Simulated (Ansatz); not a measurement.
# F2H4SSi2: how energies converge with the basis set

An exercise on one series of results from a longer session: the logs are not shown, and one member is left open.

The runs use Ansatz 0.2.0, Gaussian basis; one geometry, several basis sets.

Plan: PBE0-D4/def2-SVP; ωB97M-V/def2-SVP; PBE0-D4/def2-QZVPP; ωB97M-V/def2-QZVPP; the functionals' def2-TZVPP values are taken from earlier runs.

**The relaxed structure**

An earlier PBE0-D4 in a triple-zeta def2 set relaxation fixed the geometry.

SMILES `F[SiH2][SiH](F)S`, 9 atoms, charge 0, spin multiplicity 1.

Atoms are counted from 1 here; the program's logs count them from 0.

Bond lengths: F1–Si2 1.609 Å, Si2–Si3 2.348 Å, Si2–H6 1.485 Å, Si2–H7 1.484 Å, Si3–F4 1.603 Å, Si3–S5 2.120 Å, Si3–H8 1.483 Å, S5–H9 1.345 Å. Angles: F1–Si2–Si3 106.6°, F1–Si2–H6 108.1°, F1–Si2–H7 107.9°, Si3–Si2–H6 110.3°, Si3–Si2–H7 113.7°, H6–Si2–H7 110.0°, Si2–Si3–F4 109.4°, Si2–Si3–S5 107.7°, Si2–Si3–H8 114.5°, F4–Si3–S5 112.4°, F4–Si3–H8 107.2°, S5–Si3–H8 105.7°, Si3–S5–H9 94.3°.

Set-up of the first run:

Input file in.yaml:

```yaml
crystal:
  periodic: [false, false, false]
  atoms:
    - {symbol: F, position_ang: [-1.421022, 0.404669, 1.506687]}
    - {symbol: Si, position_ang: [0.171287, 0.384940, 1.277748]}
    - {symbol: Si, position_ang: [0.529310, -0.472780, -0.878085]}
    - {symbol: F, position_ang: [0.557342, -2.074492, -0.816828]}
    - {symbol: S, position_ang: [-1.017551, 0.259917, -2.128623]}
    - {symbol: H, position_ang: [0.667707, 1.781744, 1.366708]}
    - {symbol: H, position_ang: [0.776884, -0.437450, 2.355029]}
    - {symbol: H, position_ang: [1.796702, -0.036710, -1.511668]}
    - {symbol: H, position_ang: [-1.972261, 0.143963, -1.188068]}
basis:
  gaussian: {orbitals: def2-SVP}
hamiltonian: {xc: pbe0, dispersion: d4}
output: {orbitals: {seedname: orbitals}}
```

Launch:

```
$ ansatz run in.yaml --threads 4 --pin off --events-out ev --progress --plain --max-ram 10444MiB
```

Steps of the session up to this table: PBE0-D4 in def2-SVP; ωB97M-V in def2-SVP; PBE0-D4 in def2-QZVPP; ωB97M-V in def2-QZVPP.

One of the session's tables, all rows but one given; the rest of the session is left out.

| functional | basis | HOMO (eV) |
| --- | --- | --- |
| PBE0-D4 | def2-SVP | -7.89 |
| PBE0-D4 | def2-TZVPP | ? |
| PBE0-D4 | def2-QZVPP | -8.00 |
| ωB97M-V | def2-SVP | -9.97 |
| ωB97M-V | def2-TZVPP | -10.09 |
| ωB97M-V | def2-QZVPP | -10.13 |

Estimate the missing values for PBE0-D4, def2-TZVPP.

**Answer.** HOMO (eV): -7.98. In the column «HOMO (eV)» it lies between PBE0-D4, def2-QZVPP (-8.00) and PBE0-D4, def2-SVP (-7.89).
